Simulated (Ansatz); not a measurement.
# Ga2O3: a short molecular-dynamics run

Aim: set Ga2O3 (a distorted structure, 10 atoms, not relaxed) in motion for 30 steps of 1.5 fs under a Nosé-Hoover thermostat at 600 K, and see how temperature, energy and positions respond.

Method: DFT PBEsol, plane waves, PAW, scalar-relativistic, no spin polarisation, in Ansatz 0.2.0.

## 1. The structure to begin with

The cell holds 10 atoms (Ga4O6): a = 5.035 Å, b = 5.104 Å, c = 5.377 Å, α = 61.27°, β = 89.66°, γ = 58.43°.

Structure file:

```
Ga O
1.0
     2.43941    4.40476   -0.04065
    -2.50890    4.44488    0.03480
    -2.55354    1.49196    4.49097
Ga O
4 6
Direct
  0.33847 0.32590 0.03759
  0.16746 0.70130 0.43666
  0.67958 0.63042 0.97328
  0.89752 0.25476 0.60055
  0.57995 0.21336 0.71979
  0.27321 0.77390 0.76867
  0.91314 0.55675 0.74053
  0.50440 0.75362 0.25545
  0.73799 0.20698 0.23982
  0.06159 0.47740 0.26018
```

## 2. Molecular dynamics

Input file input.yaml:

```yaml
crystal:
  lattice:
    - [2.439407, 4.404759, -0.040648]
    - [-2.508897, 4.444879, 0.034802]
    - [-2.55354, 1.491963, 4.490971]
  atoms:
    - { symbol: Ga, position: [0.338468, 0.325904, 0.037586] }
    - { symbol: Ga, position: [0.167464, 0.701305, 0.43666] }
    - { symbol: Ga, position: [0.679581, 0.630419, 0.973284] }
    - { symbol: Ga, position: [0.897517, 0.25476, 0.60055] }
    - { symbol: O, position: [0.579945, 0.213358, 0.719794] }
    - { symbol: O, position: [0.273215, 0.773902, 0.768665] }
    - { symbol: O, position: [0.913141, 0.556746, 0.740529] }
    - { symbol: O, position: [0.504395, 0.753617, 0.255446] }
    - { symbol: O, position: [0.737994, 0.206976, 0.239817] }
    - { symbol: O, position: [0.061586, 0.477403, 0.260177] }
kpoints:
  mp_grid: { grid: [4, 4, 3] }
magnetization:
  spin_polarized: false
scf:
  occupations: { method: fermi_dirac, width: 0.05 }
hamiltonian:
  pseudopotentials: { kind: paw }
  xc: pbesol
basis:
  ecutwfc: 420
md:
  timestep: 1.5
  n_steps: 30
  ensemble: nvt_nose_hoover
  temperature: 600.0
  initial_velocities: maxwell_boltzmann
  seed: 446839
accuracy: medium
```

Launch:

```sh
$ ansatz run input.yaml --threads 2 --pin off --max-ram 2560MiB --backend cpu --events-out ev --progress --plain --runs-dir out
```

Output:

```text
Warning: md: disabling space-group detection — thermal motion breaks the input geometry's symmetry, so no spatial operation reduces the k-mesh or symmetrises the density; time reversal is kept, so that k and −k are solved as one point where they differ and the mesh holds both, and exact exchange and, on two spinor components, a DFT+U term hold to it where the run has them: on two components no moment then forms, and a state that bears one, which a typed moment (crystal.atoms[].spin; refused beside efield: under a hybrid functional) reaches, can lie lower, under hf by electronvolts; crystal.symmetry.detect: false (a key that needs symmetry detection or time reversal refuses this as the deck is read) with time_reversal: false beside it drops time reversal too
Warning: RAYON_NUM_THREADS=2 ignored (pool sized by the plan → 2); use --threads N
Engine: ansatz 0.2.0, x86_64-unknown-linux-gnu
Pseudopotentials: kind: paw
Pseudopotential: Ga, paw, valence charge 13, recommended cutoff 420 eV (normal), Ga.paw.azcp
Pseudopotential: O, paw, valence charge 6, recommended cutoff 420 eV (normal), O.paw.azcp
Functional definition: PBEsol
  exchange = pbesol_x
  correlation = pbesol_c
Crystal: 10 atoms, lattice volume = 97.498 Å³
Basis set: ecut = 420 eV, 1907 PW (Γ), exchange–correlation on 72×72×72 points (8 copies of the dense FFT grid, shifted against one another)
Bands: 54, of which v1, the nominal top of the filled ones, is band 44 counted from 1 (43 counted from 0)
Symmetry: 1 space group operations
k-points: 26 of 48 (time reversal used)
Non-local potential: Ga, projectors of the file, l = 0: 2, l = 1: 2, l = 2: 3, l = 3: 1
Non-local potential: O, projectors of the file, l = 0: 2, l = 1: 2, l = 2: 1
PAW form: soft (Blöchl's): semilocal exchange-correlation on the pseudo side does not see the compensation charge
PAW frozen core: Ga, regenerated for the run's functional, and the local potential with it (the file was generated under x = pbe(κ = 0.804, μ = 0.2195149727645171), c = pbe(β = 0.06672455060314922))
PAW frozen core: O, regenerated for the run's functional, and the local potential with it (the file was generated under x = pbe(κ = 0.804, μ = 0.2195149727645171), c = pbe(β = 0.06672455060314922))
PAW one-centre angular grid: Ga, 590 points (default); XC on 64 Gauss nodes
PAW one-centre angular grid: O, 110 points (default); XC on 64 Gauss nodes
Initial density: superposition of atomic densities (neutral atoms: chi_scale 0, normalization atom), corrected by the library's trained network
Initial wavefunctions: pseudopotential atomic-orbital guess
Functional: x = pbesol(κ = 0.804, μ = 0.12345679012345678), c = pbesol(β = 0.046)
SCF iter   1: F=—  HF=-18339.572407 eV  |F-HF|=—  |Δ(HF+E_count)|=         —  Δρ=1.69e-2  dr2=2.10e-1  ethr=1.77e-3  ⟨swp⟩=6.0  Hψ=5173  notcnv=0  defer=8
preconditioner: auto → Resta (q_TF=auto, 2.682 Å⁻¹)  ε∞=4.9  [insulator: Δε(μ)=2.077 eV  Ē_g=17.770 eV  σ=0.050 eV  W_gap=1.00  n_scr=26 (ndim 8)  ℏωp=35.3 eV  f_vac=0.017  D(μ)=0.00/eV (n_scr^D=0)  ε∞_Penn≈4.9]
SCF iter   2: F=—  HF=-18339.511591 eV  |F-HF|=—  |Δ(HF+E_count)|=   6.08e-2  Δρ=2.50e-3  dr2=3.24e-3  ethr=2.39e-4  ⟨swp⟩=2.0  Hψ=2152  notcnv=0  defer=113
SCF iter   3: F=—  HF=-18339.511425 eV  |F-HF|=—  |Δ(HF+E_count)|=   1.66e-4  Δρ=1.21e-3  dr2=8.81e-4  ethr=3.68e-6  ⟨swp⟩=2.0  Hψ=1912  notcnv=0  defer=113
SCF iter   4: F=—  HF=-18339.511495 eV  |F-HF|=—  |Δ(HF+E_count)|=   7.04e-5  Δρ=5.30e-4  dr2=1.76e-4  ethr=1.00e-6  ⟨swp⟩=2.0  Hψ=2262  notcnv=0  defer=113
SCF iter   5: F=—  HF=-18339.511452 eV  |F-HF|=—  |Δ(HF+E_count)|=   4.27e-5  Δρ=1.07e-4  dr2=1.01e-5  ethr=2.00e-7  ⟨swp⟩=2.0  Hψ=2276  notcnv=0  defer=113
SCF iter   6: F=—  HF=-18339.511456 eV  |F-HF|=—  |Δ(HF+E_count)|=   3.67e-6  Δρ=7.35e-5  dr2=4.15e-6  ethr=1.15e-8  ⟨swp⟩=2.0  Hψ=2435  notcnv=0  defer=113
SCF iter   7: F=—  HF=-18339.511457 eV  |F-HF|=—  |Δ(HF+E_count)|=   9.67e-7  Δρ=1.42e-5  dr2=1.53e-7  ethr=4.72e-9  ⟨swp⟩=2.0  Hψ=2145  notcnv=0  defer=113
SCF iter   8: F=—  HF=-18339.511457 eV  |F-HF|=—  |Δ(HF+E_count)|=   6.03e-8  Δρ=5.62e-6  dr2=2.49e-8  ethr=1.74e-10  ⟨swp⟩=2.0  Hψ=2158  notcnv=0  defer=113
SCF iter   9: F=-18339.511457 eV  HF=-18339.511457 eV  |F-HF|=6.58e-9  |Δ(HF+E_count)|=   3.85e-9  Δρ=3.43e-6  dr2=8.91e-9  ethr=1.14e-11  ⟨swp⟩=4.6  Hψ=4976  notcnv=0
SCF 1 converged in 9 iterations: F = -18339.511457 eV  dr2 = 8.91e-9
md step     0: t =     0.00 fs  T =   600.0 K  F+E_penalty+E_count = -18339.51145713 eV  E_kin = 0.698004 eV  conserved = -18338.81345314 eV  (9 SCF iters)
[... 13 lines left out ...]
md step     1: t =     1.50 fs  T =   638.3 K  F+E_penalty+E_count = -18339.55682894 eV  E_kin = 0.742571 eV  conserved = -18338.81425543 eV  (8 SCF iters)
[... 11 lines left out ...]
md step     2: t =     3.00 fs  T =   731.7 K  F+E_penalty+E_count = -18339.66691816 eV  E_kin = 0.851256 eV  conserved = -18338.81562900 eV  (8 SCF iters)
[... 1 line left out ...]
md step     3: t =     4.50 fs  T =   861.9 K  F+E_penalty+E_count = -18339.82009309 eV  E_kin = 1.002678 eV  conserved = -18338.81724949 eV  (8 SCF iters)
md step     4: t =     6.00 fs  T =  1006.8 K  F+E_penalty+E_count = -18339.99058982 eV  E_kin = 1.171259 eV  conserved = -18338.81879308 eV  (8 SCF iters)
md step     5: t =     7.50 fs  T =  1145.1 K  F+E_penalty+E_count = -18340.15355714 eV  E_kin = 1.332191 eV  conserved = -18338.82001645 eV  (4 SCF iters)
md step     6: t =     9.00 fs  T =  1259.6 K  F+E_penalty+E_count = -18340.28896538 eV  E_kin = 1.465352 eV  conserved = -18338.82078698 eV  (4 SCF iters)
md step     7: t =    10.50 fs  T =  1338.9 K  F+E_penalty+E_count = -18340.38382801 eV  E_kin = 1.557584 eV  conserved = -18338.82107775 eV  (4 SCF iters)
md step     8: t =    12.00 fs  T =  1378.2 K  F+E_penalty+E_count = -18340.43276790 eV  E_kin = 1.603341 eV  conserved = -18338.82094349 eV  (4 SCF iters)
md step     9: t =    13.50 fs  T =  1378.8 K  F+E_penalty+E_count = -18340.43728334 eV  E_kin = 1.604011 eV  conserved = -18338.82048903 eV  (4 SCF iters)
md step    10: t =    15.00 fs  T =  1346.4 K  F+E_penalty+E_count = -18340.40415958 eV  E_kin = 1.566356 eV  conserved = -18338.81984279 eV  (8 SCF iters)
md step    11: t =    16.50 fs  T =  1289.8 K  F+E_penalty+E_count = -18340.34345223 eV  E_kin = 1.500485 eV  conserved = -18338.81913367 eV  (4 SCF iters)
md step    12: t =    18.00 fs  T =  1218.7 K  F+E_penalty+E_count = -18340.26643040 eV  E_kin = 1.417772 eV  conserved = -18338.81847039 eV  (4 SCF iters)
md step    13: t =    19.50 fs  T =  1142.5 K  F+E_penalty+E_count = -18340.18382115 eV  E_kin = 1.329076 eV  conserved = -18338.81792557 eV  (4 SCF iters)
md step    14: t =    21.00 fs  T =  1068.9 K  F+E_penalty+E_count = -18340.10460175 eV  E_kin = 1.243500 eV  conserved = -18338.81753125 eV  (4 SCF iters)
md step    15: t =    22.50 fs  T =  1003.8 K  F+E_penalty+E_count = -18340.03542687 eV  E_kin = 1.167802 eV  conserved = -18338.81728592 eV  (4 SCF iters)
md step    16: t =    24.00 fs  T =   951.0 K  F+E_penalty+E_count = -18339.98059218 eV  E_kin = 1.106337 eV  conserved = -18338.81717001 eV  (4 SCF iters)
md step    17: t =    25.50 fs  T =   912.3 K  F+E_penalty+E_count = -18339.94232685 eV  E_kin = 1.061350 eV  conserved = -18338.81715714 eV  (4 SCF iters)
md step    18: t =    27.00 fs  T =   888.3 K  F+E_penalty+E_count = -18339.92122548 eV  E_kin = 1.033417 eV  conserved = -18338.81721774 eV  (4 SCF iters)
md step    19: t =    28.50 fs  T =   878.5 K  F+E_penalty+E_count = -18339.91674280 eV  E_kin = 1.021950 eV  conserved = -18338.81731764 eV  (4 SCF iters)
md step    20: t =    30.00 fs  T =   881.8 K  F+E_penalty+E_count = -18339.92776491 eV  E_kin = 1.025783 eV  conserved = -18338.81741566 eV  (8 SCF iters)
md step    21: t =    31.50 fs  T =   897.3 K  F+E_penalty+E_count = -18339.95325543 eV  E_kin = 1.043815 eV  conserved = -18338.81747158 eV  (4 SCF iters)
md step    22: t =    33.00 fs  T =   924.6 K  F+E_penalty+E_count = -18339.99285548 eV  E_kin = 1.075588 eV  conserved = -18338.81746337 eV  (4 SCF iters)
md step    23: t =    34.50 fs  T =   964.1 K  F+E_penalty+E_count = -18340.04717535 eV  E_kin = 1.121556 eV  conserved = -18338.81740752 eV  (4 SCF iters)
md step    24: t =    36.00 fs  T =  1016.7 K  F+E_penalty+E_count = -18340.11746381 eV  E_kin = 1.182725 eV  conserved = -18338.81737476 eV  (4 SCF iters)
md step    25: t =    37.50 fs  T =  1082.7 K  F+E_penalty+E_count = -18340.20448726 eV  E_kin = 1.259546 eV  conserved = -18338.81747757 eV  (4 SCF iters)
md step    26: t =    39.00 fs  T =  1160.7 K  F+E_penalty+E_count = -18340.30684372 eV  E_kin = 1.350276 eV  conserved = -18338.81782127 eV  (4 SCF iters)
md step    27: t =    40.50 fs  T =  1246.0 K  F+E_penalty+E_count = -18340.41945070 eV  E_kin = 1.449558 eV  conserved = -18338.81843615 eV  (4 SCF iters)
md step    28: t =    42.00 fs  T =  1330.8 K  F+E_penalty+E_count = -18340.53318781 eV  E_kin = 1.548151 eV  conserved = -18338.81923499 eV  (3 SCF iters)
md step    29: t =    43.50 fs  T =  1404.9 K  F+E_penalty+E_count = -18340.63627582 eV  E_kin = 1.634333 eV  conserved = -18338.82003470 eV  (4 SCF iters)
[... 11 lines left out ...]
md step    30: t =    45.00 fs  T =  1458.4 K  F+E_penalty+E_count = -18340.71706183 eV  E_kin = 1.696667 eV  conserved = -18338.82062928 eV  (8 SCF iters)
SCF converged after 8 iterations
Free energy (F): -18340.717062 eV
Harris-Foulkes:  -18340.717062 eV  (|F-HF|=3.17e-10)
Internal energy: -18340.717062 eV  (E = F + TS)
E sigma→0 (E₀):  -18340.717062 eV
Fermi energy:    10.305398 eV
--- Per-component energies (eV) ---
  E_band       = -13.193993
  E_kinetic    = 1520.091636
  E_local      = -8610.669555  (includes V_loc(G=0)·N_el)
  E_nonlocal   = 2028.909560
  E_hartree    = 3881.842913
  E_xc         = -705.980193
  E_vxc        = -788.523407  (∫ρ·V_xc dr)
  E_paw        = -8752.199794  (= ΣΔE_a)
  E_vpaw       = -1926.700566  (= ΣTr[D̂ρ^β])
  E_aug_tail   = 0.014330  (compensation charges beyond the density's cutoff)
  E_ewald      = -7706.389597
  E_core_change = 3.663639  (= ΣΔE_core)
  E_smearing   = -0.000000  (= −TS)
  E_closure    = 0.000000  (closes the sum)
  Σ components = -18340.717062   (vs F -18340.717062, Δ=0.00e0)
--- Forces (eV/Å), atoms counted from 1 ---
  atom   1  Ga     0.59557841     0.45035451    -0.55401684
  atom   2  Ga    -2.39790088    -1.96825891     1.36433445
  atom   3  Ga    -0.10290471     0.39402409    -1.32435725
  atom   4  Ga     1.74665049    -0.02588424     1.10988872
  atom   5  O     -0.40410015    -0.91706366    -0.71790864
  atom   6  O     -1.69955277    -0.92302304    -0.62399014
  atom   7  O      0.32490527     0.86354738    -1.08084104
  atom   8  O      1.15843611     1.95142423    -0.82505628
  atom   9  O      1.03685935    -1.01648619     0.65883004
  atom  10  O     -0.25796319     1.19135395     1.99312279
  max |Σ_I F_I| component: 1.19e-5 eV/Å
--- MD trajectory: 30 steps, t = 0.0 → 45.0 fs ---
  final state: T = 1458.4 K   F+E_penalty+E_count = -18340.71706183 eV   E_kin = 1.696667 eV
  conserved energy: peak-to-peak 7.625e-3 eV (7.625e-4 eV/atom) over 45.0 fs
```

It took 69 s on 2 threads of Intel Xeon 6975P-C (Granite Rapids), shared host; peak memory 0.48 GiB.

## 3. What the atoms did

The trajectory, every 2 steps (energies from step 0); msd is the mean square displacement from the start, the centre of mass held:

```csv
time (fs),T (K),potential energy change (meV/atom),conserved energy change (meV/atom),msd O (Å²),msd Ga (Å²)
0.0,600,0.0,0.00,0.000,0.000
3.0,732,-15.5,-0.22,0.001,0.000
6.0,1007,-47.9,-0.53,0.005,0.000
9.0,1260,-77.8,-0.73,0.013,0.001
12.0,1378,-92.1,-0.75,0.025,0.002
15.0,1346,-89.3,-0.64,0.041,0.003
18.0,1219,-75.5,-0.50,0.060,0.004
21.0,1069,-59.3,-0.41,0.078,0.006
24.0,951,-46.9,-0.37,0.093,0.007
27.0,888,-41.0,-0.38,0.103,0.010
30.0,882,-41.6,-0.40,0.108,0.012
33.0,925,-48.1,-0.40,0.106,0.015
36.0,1017,-60.6,-0.39,0.100,0.018
39.0,1161,-79.5,-0.44,0.089,0.021
42.0,1331,-102.2,-0.58,0.076,0.024
45.0,1458,-120.6,-0.72,0.063,0.028
```

time (fs), T (K) and a bar:
```
      0.0        600 
      1.5        638 #
      4.5        862 #########
      6.0       1007 ##############
      7.5       1145 ###################
     10.5       1339 ##########################
     12.0       1378 ###########################
     13.5       1379 ###########################
     15.0       1346 ##########################
     18.0       1219 ######################
     19.5       1142 ###################
     21.0       1069 ################
     24.0        951 ############
     25.5        912 ###########
     27.0        888 ##########
     30.0        882 ##########
     31.5        897 ##########
     33.0        925 ###########
     34.5        964 #############
     37.5       1083 #################
     39.0       1161 ####################
     40.5       1246 #######################
     43.5       1405 ############################
     45.0       1458 ##############################
```

## 4. Frames from the trajectory

Positions (Å) and forces (eV/Å):

```xyz
10
Lattice="2.439 4.405 -0.041 -2.509 4.445 0.035 -2.554 1.492 4.491" Properties=species:S:1:pos:R:3:forces:R:3 pbc="T T T" time_fs=6.0 T=1007 dE=-0.4791
Ga   -0.109    2.987    0.174    1.914   -0.759    1.694
Ga   -2.448    4.501    1.961    0.427    0.170   -0.889
Ga   -2.398    7.239    4.378   -2.584    2.088   -0.853
Ga    0.012    5.986    2.658   -1.282    0.480   -0.891
O    -0.954    4.532    3.239   -1.366   -1.102    1.518
O    -3.247    5.824    3.411    0.009    0.033   -0.456
O    -0.988    7.589    3.300    2.421   -0.025    0.110
O    -1.320    6.007    1.148   -3.356   -0.436   -0.817
O     0.651    4.517    1.128    2.421   -0.829    0.806
O    -1.767    2.845    1.195    1.394    0.380   -0.222
10
Lattice="2.439 4.405 -0.041 -2.509 4.445 0.035 -2.554 1.492 4.491" Properties=species:S:1:pos:R:3:forces:R:3 pbc="T T T" time_fs=12.0 T=1378 dE=-0.9213
Ga   -0.120    2.974    0.191    2.060   -0.169    1.165
Ga   -2.429    4.497    1.939    0.285    0.828   -0.098
Ga   -2.401    7.241    4.386   -1.885    1.636   -1.119
Ga    0.001    5.992    2.642   -1.644   -0.450   -0.590
O    -0.978    4.463    3.293   -0.557    0.356    0.741
O    -3.256    5.858    3.345    1.008   -0.285    0.814
O    -0.865    7.575    3.294    0.049   -0.183    1.400
O    -1.397    6.052    1.125   -1.922   -1.195   -0.194
O     0.684    4.488    1.219    0.835    0.461   -0.907
O    -1.793    2.916    1.203    1.771   -1.001   -1.213
10
Lattice="2.439 4.405 -0.041 -2.509 4.445 0.035 -2.554 1.492 4.491" Properties=species:S:1:pos:R:3:forces:R:3 pbc="T T T" time_fs=16.5 T=1290 dE=-0.8320
Ga   -0.122    2.964    0.207    2.103    0.289    0.756
Ga   -2.413    4.496    1.922    0.178    1.263    0.551
Ga   -2.409    7.247    4.389   -1.634    1.380   -1.272
Ga   -0.012    5.995    2.628   -1.360   -1.048   -0.325
O    -1.005    4.415    3.346    0.121    1.216    0.095
O    -3.250    5.881    3.305    1.214   -0.389    1.399
O    -0.770    7.563    3.307   -1.441   -0.193    1.644
O    -1.484    6.069    1.105   -0.399   -1.672    0.455
O     0.723    4.471    1.276   -0.440    1.060   -1.721
O    -1.787    2.956    1.192    1.658   -1.907   -1.583
10
Lattice="2.439 4.405 -0.041 -2.509 4.445 0.035 -2.554 1.492 4.491" Properties=species:S:1:pos:R:3:forces:R:3 pbc="T T T" time_fs=22.5 T=1004 dE=-0.5240
Ga   -0.116    2.952    0.231    2.115    1.061    0.101
Ga   -2.392    4.500    1.902    0.042    0.969    1.168
Ga   -2.426    7.262    4.387   -1.333    1.143   -1.467
Ga   -0.035    5.995    2.608   -0.443   -1.478    0.139
O    -1.037    4.376    3.415    0.861    1.808   -0.701
O    -3.220    5.903    3.279    0.662   -0.447    1.597
O    -0.672    7.543    3.355   -2.660   -0.291    0.957
O    -1.602    6.060    1.089    1.661   -1.977    1.255
O     0.765    4.469    1.319   -1.578    1.212   -2.004
O    -1.751    2.974    1.150    0.673   -2.000   -1.044
10
Lattice="2.439 4.405 -0.041 -2.509 4.445 0.035 -2.554 1.492 4.491" Properties=species:S:1:pos:R:3:forces:R:3 pbc="T T T" time_fs=28.5 T=878 dE=-0.4053
Ga   -0.098    2.946    0.256    2.536    1.565   -0.560
Ga   -2.371    4.509    1.888   -0.498   -0.424    1.572
Ga   -2.450    7.282    4.378   -0.883    0.966   -1.560
Ga   -0.060    5.988    2.590    0.429   -1.414    0.653
O    -1.051    4.374    3.469    1.131    1.701   -1.201
O    -3.178    5.915    3.286   -0.310   -0.541    1.270
O    -0.631    7.516    3.421   -2.898   -0.507   -0.260
O    -1.685    6.011    1.098    3.184   -1.136    1.242
O     0.773    4.492    1.320   -1.637    0.864   -1.562
O    -1.702    2.950    1.088   -1.054   -1.075    0.405
10
Lattice="2.439 4.405 -0.041 -2.509 4.445 0.035 -2.554 1.492 4.491" Properties=species:S:1:pos:R:3:forces:R:3 pbc="T T T" time_fs=33.0 T=925 dE=-0.4814
Ga   -0.077    2.946    0.272    2.844    1.451   -0.854
Ga   -2.356    4.514    1.883   -1.334   -1.835    1.963
Ga   -2.471    7.300    4.366   -0.518    0.863   -1.541
Ga   -0.077    5.978    2.578    0.861   -1.174    0.956
O    -1.046    4.397    3.493    0.946    1.201   -1.301
O    -3.149    5.916    3.310   -0.990   -0.685    0.791
O    -0.641    7.490    3.468   -2.446   -0.452   -0.939
O    -1.703    5.957    1.122    3.747    0.532    0.444
O     0.757    4.521    1.297   -1.100    0.429   -0.944
O    -1.678    2.916    1.045   -2.011   -0.331    1.426
10
Lattice="2.439 4.405 -0.041 -2.509 4.445 0.035 -2.554 1.492 4.491" Properties=species:S:1:pos:R:3:forces:R:3 pbc="T T T" time_fs=39.0 T=1161 dE=-0.7954
Ga   -0.038    2.952    0.290    2.139    0.937   -0.840
Ga   -2.344    4.513    1.884   -2.412   -2.991    2.182
Ga   -2.500    7.328    4.344   -0.195    0.703   -1.451
Ga   -0.096    5.960    2.566    1.256   -0.709    1.125
O    -1.023    4.449    3.501    0.345    0.192   -1.138
O    -3.131    5.904    3.355   -1.603   -0.912    0.013
O    -0.698    7.448    3.513   -1.195    0.109   -1.221
O    -1.657    5.901    1.160    3.430    2.460   -0.703
O     0.716    4.567    1.252   -0.041   -0.285   -0.025
O    -1.683    2.866    1.017   -1.724    0.498    2.059
10
Lattice="2.439 4.405 -0.041 -2.509 4.445 0.035 -2.554 1.492 4.491" Properties=species:S:1:pos:R:3:forces:R:3 pbc="T T T" time_fs=45.0 T=1458 dE=-1.2056
Ga    0.011    2.963    0.304    0.596    0.450   -0.554
Ga   -2.343    4.498    1.896   -2.398   -1.968    1.364
Ga   -2.530    7.359    4.314   -0.103    0.394   -1.324
Ga   -0.109    5.939    2.561    1.747   -0.026    1.110
O    -0.992    4.503    3.484   -0.404   -0.917   -0.718
O    -3.147    5.874    3.400   -1.700   -0.923   -0.624
O    -0.779    7.409    3.531    0.325    0.864   -1.081
O    -1.542    5.894    1.184    1.158    1.951   -0.825
O     0.676    4.606    1.207    1.037   -1.016    0.659
O    -1.723    2.827    1.032   -0.258    1.191    1.993
```

## 5. Results

```
                              quantity                            value
                                length               30 steps of 1.5 fs
      temperature, first and last step                   600 and 1458 K
              temperature, second half  mean 1063 K, from 878 to 1458 K
         potential energy, second half      -65 meV/atom from the start
largest change of the conserved energy                    0.76 meV/atom
 mean square displacement, second half             O 0.093, Ga 0.016 Å²
```

What this shows: Against a set 600 K the second half averages 1063 K, going from 1004 to 1458 K over that half; the potential energy of that half lies 65 meV/atom under the start, so the atoms have moved to lower-lying arrangements, and the energy set free heats the cell. The conserved energy strays from its start by at most 0.76 meV/atom, 0.6 % of the mean kinetic energy, so a step of 1.5 fs is short enough over this time. The farthest move is 0.46 Å, against a mean nearest distance of 1.8 Å at the start: no atom has changed site so far. Settings off the usual here: accuracy. 45 fs on 10 atoms is far too short and small for converged averages. The k-mesh is coarse.
